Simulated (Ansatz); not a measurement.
What does this script print? It uses the Python package of Ansatz (0.2.0).

`vcrelax_li5mg.py`
```python
# -*- coding: utf-8 -*-
"""Cell relaxation of Li5Mg."""

import warnings

import ansatz as az
from ase import Atoms
from ase.neighborlist import neighbor_list
import numpy as np

config = {
    "functional": "PBEsol",
    "kmesh": (5, 5, 4),
    "occupations": "Fermi-Dirac",
}

def edges_and_angles(cell):
    cell = np.asarray(cell)
    a, b, c = np.linalg.norm(cell, axis=1)
    cosines = cell[1] @ cell[2] / (b * c), cell[0] @ cell[2] / (a * c), cell[0] @ cell[1] / (a * b)
    return (a, b, c, *np.degrees(np.arccos(cosines)))

warnings.simplefilter("ignore", az.DeckWarning)

xtal = (
    az.Lattice.of([5.27413, 0.0, 0.0], [-2.63706, 4.56753, 0.0], [0.0, 0.0, 5.0532])
    .atom("Li", [0.33225, 0.0, 0.0])
    .atom("Li", [2 / 3, 1 / 3, 0.5])
    .atom("Li", [0.66775, 0.66775, 0.0])
    .atom("Li", [1 / 3, 2 / 3, 0.5])
    .atom("Li", [0.0, 0.33225, 0.0])
    .atom("Mg", [0.0, 0.0, 0.5])
)

# part of the cell is held
calculation = (
    xtal.calculation()
    .functional(config["functional"])
    .kpoints(*config["kmesh"], center="gamma")  # the mesh must be finer for metals
    .occupations(config["occupations"])  # fractional filling near the Fermi level
    .relax(fix_cell=["c", "angles"])
)
steps = []


def follow(event):
    if event["event"] != "relax_step":
        return
    row = event["data"]
    steps.append(row)
    print(f"step {row['step']:3d}  E = {row['lagrangian_ev']:.5f} eV  largest force component = {row['allowed_force_max_ev_ang']:.4f} eV/A  P = {row['pressure_gpa']:.3f} GPa")


result = calculation.session().plan(threads=1).execute(on_event=follow)
summary = result.report

first, last = steps[0], steps[-1]
symbols = [site.symbol for site in result.lattice.sites]
print(f"energy gained {first['lagrangian_ev'] - last['lagrangian_ev']:.4f} eV in {len(steps) - 1} steps")
for label, vectors in (("before", first["cell_ang"]), ("after", result.lattice.cell_ang)):
    print(label, "a b c (A) {:.4f} {:.4f} {:.4f}  angles {:.2f} {:.2f} {:.2f}".format(*edges_and_angles(vectors)), f" V = {abs(np.linalg.det(vectors)):.3f} A^3")
print("final stress xx yy zz (GPa, compression positive):", np.round(np.diag(summary["stress_gpa"]), 3) + 0.0)

final = Atoms(symbols, positions=last["positions_ang"], cell=result.lattice.cell_ang, pbc=True)
i, j, d = neighbor_list("ijd", final, 4.5)
print("neighbours within 1.1 times the shortest distance of each atom (A)")
for atom in range(len(final)):
    near = [m for m in np.argsort(d) if i[m] == atom]
    shell = [m for m in near if d[m] < 1.1 * d[near[0]]]
    print(f"{symbols[atom]}{atom} ({len(shell)}):", ", ".join(f"{symbols[j[m]]} {d[m]:.3f}" for m in shell))

print("atom   start x y z (A)              end x y z (A)")
for symbol, a, b in zip(symbols, first["positions_ang"], last["positions_ang"]):
    print(f"{symbol:3s}", " ".join(f"{v:8.4f}" for v in a), "  ", " ".join(f"{v:8.4f}" for v in b))

print("%-22s %14.5f eV" % ("F = E - TS", summary["free_energy_ev"]))
print("%-22s %14.5f eV" % ("E", summary["internal_energy_ev"]))
print("%-22s %14.5f eV" % ("Harris-Foulkes", summary["harris_foulkes_ev"]))
print("%-22s %14.5f eV" % ("Fermi level", summary["fermi_energy_ev"]))

print("doubts on the final state:", summary["published_state_doubts"] or "none")
print("warnings:", sorted({n["data"]["kind"] for n in result.notices if n["data"].get("severity") in ("warning", "doubt")}) or "none")
```

```console
$ python vcrelax_li5mg.py
step   1  E = -2927.22790 eV  largest force component = 0.0155 eV/A  P = -0.131 GPa
step   2  E = -2927.22805 eV  largest force component = 0.0057 eV/A  P = -0.115 GPa
step   3  E = -2927.22805 eV  largest force component = 0.0057 eV/A  P = -0.115 GPa
energy gained 0.0002 eV in 2 steps
before a b c (A) 5.2741 5.2741 5.0532  angles 90.00 90.00 120.00  V = 121.730 A^3
after a b c (A) 5.2743 5.2743 5.0532  angles 90.00 90.00 120.00  V = 121.738 A^3
final stress xx yy zz (GPa, compression positive): [ 0.012  0.012 -0.368]
neighbours within 1.1 times the shortest distance of each atom (A)
Li0 (12): Li 3.017, Li 3.017, Li 3.059, Li 3.059, Li 3.059, Li 3.059, Mg 3.069, Mg 3.069, Li 3.083, Li 3.083, Li 3.083, Li 3.083
Li1 (12): Li 3.045, Mg 3.045, Mg 3.045, Mg 3.045, Li 3.045, Li 3.045, Li 3.083, Li 3.083, Li 3.083, Li 3.083, Li 3.083, Li 3.083
Li2 (12): Li 3.017, Li 3.017, Li 3.059, Li 3.059, Li 3.059, Li 3.059, Mg 3.069, Mg 3.069, Li 3.083, Li 3.083, Li 3.083, Li 3.083
Li3 (12): Li 3.045, Mg 3.045, Mg 3.045, Mg 3.045, Li 3.045, Li 3.045, Li 3.083, Li 3.083, Li 3.083, Li 3.083, Li 3.083, Li 3.083
Li4 (12): Li 3.017, Li 3.017, Li 3.059, Li 3.059, Li 3.059, Li 3.059, Mg 3.069, Mg 3.069, Li 3.083, Li 3.083, Li 3.083, Li 3.083
Mg5 (12): Li 3.045, Li 3.045, Li 3.045, Li 3.045, Li 3.045, Li 3.045, Li 3.069, Li 3.069, Li 3.069, Li 3.069, Li 3.069, Li 3.069
atom   start x y z (A)              end x y z (A)
Li    1.7523  -0.0000   0.0000      1.7418  -0.0000   0.0000
Li    2.6371   1.5225   2.5266      2.6371   1.5226   2.5266
Li    1.7609   3.0500   0.0000      1.7663   3.0593   0.0000
Li    0.0000   3.0450   2.5266      0.0000   3.0451   2.5266
Li   -0.8762   1.5176   0.0000     -0.8709   1.5084   0.0000
Mg    0.0000   0.0000   2.5266      0.0000   0.0000   2.5266
F = E - TS                -2927.22805 eV
E                         -2927.14158 eV
Harris-Foulkes            -2927.22805 eV
Fermi level                   1.88265 eV
doubts on the final state: none
warnings: none
```

Absolute energies stand on the zero of these potentials, so only differences at equal settings mean something. A total without «per atom» is that of the cell as typed. Part of the cell is held or a pressure is applied, so the end point needn't be the zero-pressure lattice. The mesh is modest for a metal, so energies can be off by several to tens of meV an atom and pressures by half a GPa or more; differences at equal mesh fare better. An absolute Fermi energy rests on an arbitrary zero of the periodic potential and has no direct meaning. Energies along a relaxation are free energies. Rows at an unchanged volume are solved on a plane-wave basis chosen afresh for that cell, so the energy jumps there and such rows are no steps of the walk. The structure comes from a database of computed cells and needn't be a stable or known phase. The script silences the warnings on its input, which a real study should read. The whole script took 14 s on 1 thread of Arm Neoverse V1 (shared host), peak memory 0.45 GiB.
